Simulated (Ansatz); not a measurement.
# Alloy of CdTe and CdSe (6 of 32 Te sites exchanged), 64 atoms

How does this alloy cell relax, and what gap do PBEsol, HSE06 and r²SCAN give?

All numbers are computed with Ansatz 0.2.0 (PAW, plane waves).

## 1. Starting point

64 atoms (32 Cd, 26 Te, 6 Se); a = 12.823 Å, b = 12.823 Å, c = 12.823 Å, α = 90.00°, β = 90.00°, γ = 90.00°. All atoms were shaken off their sites by about 0.02 Å along each axis; atoms next to an added one may be pushed further to make room.

The runs, in order: (2) PBEsol cell relaxation at the single k point (¼, ¼, ¼), on 1 × NVIDIA GB200 with 8 threads of Arm Neoverse-V2; (3) HSE06 single point at the Γ point alone, on 1 × NVIDIA GB200 with 8 threads of Arm Neoverse-V2; (4) r²SCAN single point at the Γ point alone, on 1 × NVIDIA GB200 with 8 threads of Arm Neoverse-V2.

## 2. PBEsol relaxation of the cell and the positions

in.yaml reads:

```yaml
crystal:
  lattice:
    - [12.823028, 0.000000, 0.000000]
    - [0.000000, 12.823028, 0.000000]
    - [0.000000, 0.000000, 12.823028]
  atoms:
    - { symbol: Cd, position: [0.000325, 0.998245, 0.003100] }
    - { symbol: Cd, position: [0.998831, 0.003269, 0.500462] }
    - { symbol: Cd, position: [0.001682, 0.501753, 0.000149] }
    - { symbol: Cd, position: [0.001926, 0.502444, 0.497086] }
    - { symbol: Cd, position: [0.498983, 0.000123, 0.000837] }
    - { symbol: Cd, position: [0.500610, 0.999303, 0.500488] }
    - { symbol: Cd, position: [0.500318, 0.498503, 0.002425] }
    - { symbol: Cd, position: [0.500140, 0.499508, 0.500242] }
    - { symbol: Cd, position: [0.252315, 0.248443, 0.001245] }
    - { symbol: Cd, position: [0.252016, 0.246722, 0.500734] }
    - { symbol: Cd, position: [0.252938, 0.749540, 0.999797] }
    - { symbol: Cd, position: [0.250719, 0.748609, 0.501847] }
    - { symbol: Cd, position: [0.751717, 0.246896, 0.002163] }
    - { symbol: Cd, position: [0.748907, 0.250171, 0.501138] }
    - { symbol: Cd, position: [0.751086, 0.751553, 0.997675] }
    - { symbol: Cd, position: [0.749325, 0.751384, 0.500140] }
    - { symbol: Cd, position: [0.247103, 0.000718, 0.247959] }
    - { symbol: Cd, position: [0.249784, 0.000922, 0.749658] }
    - { symbol: Cd, position: [0.250063, 0.502081, 0.252074] }
    - { symbol: Cd, position: [0.247783, 0.498899, 0.748966] }
    - { symbol: Cd, position: [0.748331, 0.998116, 0.247088] }
    - { symbol: Cd, position: [0.750905, 0.998920, 0.747842] }
    - { symbol: Cd, position: [0.749624, 0.498186, 0.248934] }
    - { symbol: Cd, position: [0.750553, 0.499618, 0.749633] }
    - { symbol: Cd, position: [0.999842, 0.250652, 0.249861] }
    - { symbol: Cd, position: [0.002052, 0.251581, 0.750915] }
    - { symbol: Cd, position: [0.999928, 0.752388, 0.250856] }
    - { symbol: Cd, position: [0.000277, 0.750686, 0.748204] }
    - { symbol: Cd, position: [0.498808, 0.248832, 0.248519] }
    - { symbol: Cd, position: [0.499138, 0.251509, 0.751360] }
    - { symbol: Cd, position: [0.502679, 0.751047, 0.248620] }
    - { symbol: Cd, position: [0.498728, 0.748768, 0.748694] }
    - { symbol: Te, position: [0.124348, 0.126282, 0.127357] }
    - { symbol: Te, position: [0.122694, 0.125451, 0.626616] }
    - { symbol: Te, position: [0.126387, 0.623077, 0.626926] }
    - { symbol: Te, position: [0.625104, 0.127762, 0.125469] }
    - { symbol: Te, position: [0.625595, 0.124378, 0.624312] }
    - { symbol: Te, position: [0.626485, 0.625183, 0.123791] }
    - { symbol: Te, position: [0.377384, 0.375051, 0.125084] }
    - { symbol: Te, position: [0.372706, 0.373236, 0.621627] }
    - { symbol: Te, position: [0.372770, 0.875054, 0.626100] }
    - { symbol: Te, position: [0.876082, 0.376425, 0.123285] }
    - { symbol: Te, position: [0.876162, 0.379812, 0.623170] }
    - { symbol: Te, position: [0.876040, 0.874193, 0.124046] }
    - { symbol: Te, position: [0.872728, 0.873267, 0.624232] }
    - { symbol: Te, position: [0.376026, 0.126552, 0.377578] }
    - { symbol: Te, position: [0.376097, 0.126672, 0.876398] }
    - { symbol: Te, position: [0.373139, 0.621123, 0.374816] }
    - { symbol: Te, position: [0.873168, 0.126033, 0.373050] }
    - { symbol: Te, position: [0.874816, 0.125470, 0.873849] }
    - { symbol: Te, position: [0.872197, 0.623998, 0.377504] }
    - { symbol: Te, position: [0.872337, 0.626387, 0.876856] }
    - { symbol: Te, position: [0.121732, 0.376342, 0.876484] }
    - { symbol: Te, position: [0.125978, 0.874238, 0.373938] }
    - { symbol: Te, position: [0.122691, 0.874589, 0.875347] }
    - { symbol: Te, position: [0.627681, 0.377752, 0.374612] }
    - { symbol: Te, position: [0.621236, 0.371336, 0.875999] }
    - { symbol: Te, position: [0.626150, 0.874712, 0.875033] }
    - { symbol: Se, position: [0.123778, 0.622347, 0.124268] }
    - { symbol: Se, position: [0.624177, 0.624186, 0.623358] }
    - { symbol: Se, position: [0.376734, 0.873441, 0.122648] }
    - { symbol: Se, position: [0.374045, 0.625176, 0.875131] }
    - { symbol: Se, position: [0.123644, 0.374445, 0.375651] }
    - { symbol: Se, position: [0.625574, 0.872596, 0.376595] }
  symmetry: { detect: false }
kpoints:
  mp_grid: { grid: [1, 1, 1], shift: [0.25, 0.25, 0.25] }
hamiltonian:
  xc: pbesol
scf:
  occupations: { method: fermi_dirac, width: 0.01 }
relax:
  f_tol: 0.03
  max_steps: 80
  escape_saddle: false
  adjacent_minimum: "off"
  cell: { fix: [shape] }
output:
  forces: true
  eigenvalues: true
  populations: true
```

Launch:

```sh
$ ansatz run in.yaml --threads 8 --pin off --max-ram 118750MiB --runs-dir r --events-out ev --progress --plain --backend cuda --devices 0, --max-vram 170GiB
```

After this run come: HSE06 single point; r²SCAN single point.

What does the calculation give? Wanted: for each run, top filled to lowest empty.

As calculated:

| level | time | k points | top filled to lowest empty (eV) |
| --- | --- | --- | --- |
| PBEsol, relaxation | 8.7 s (GPU) | (¼, ¼, ¼) | 1.53 |
| HSE06 | 62 s (GPU) | Γ | 1.48 |
| r²SCAN | 5.7 s (GPU) | Γ | 1.08 |

| quantity | value |
| --- | --- |
| relaxation | 6 recorded steps, 1.19 eV gained |
| largest shift | 0.20 Å (Cd20) |
| relaxed cell | a = 12.825 Å, b = 12.825 Å, c = 12.825 Å, α = 90.00°, β = 90.00°, γ = 90.00° |
| mean bonds | Cd–Se 2.667, Cd–Te 2.804 Å |

**In words.** Relaxation gains 1.19 eV, with shifts up to 0.20 Å (Cd20), while the volume changes by +0.0 %. Part of this undoes the random shake of the start. The mean lengths of the listed bonds run from Cd–Se 2.67 Å to Cd–Te 2.80 Å. At the same k points, r²SCAN gives a spacing 0.40 eV smaller than the 1.48 eV of HSE06. The relaxation ran on other k points, so part of any difference from the later rows can come from the mesh. The price of HSE06 is about 11 times the time of r²SCAN here. No spin–orbit coupling is included; with elements this heavy it would shift the edges. With one k point the spacing samples only the states that fold onto it, so it can exceed the gap over the zone.
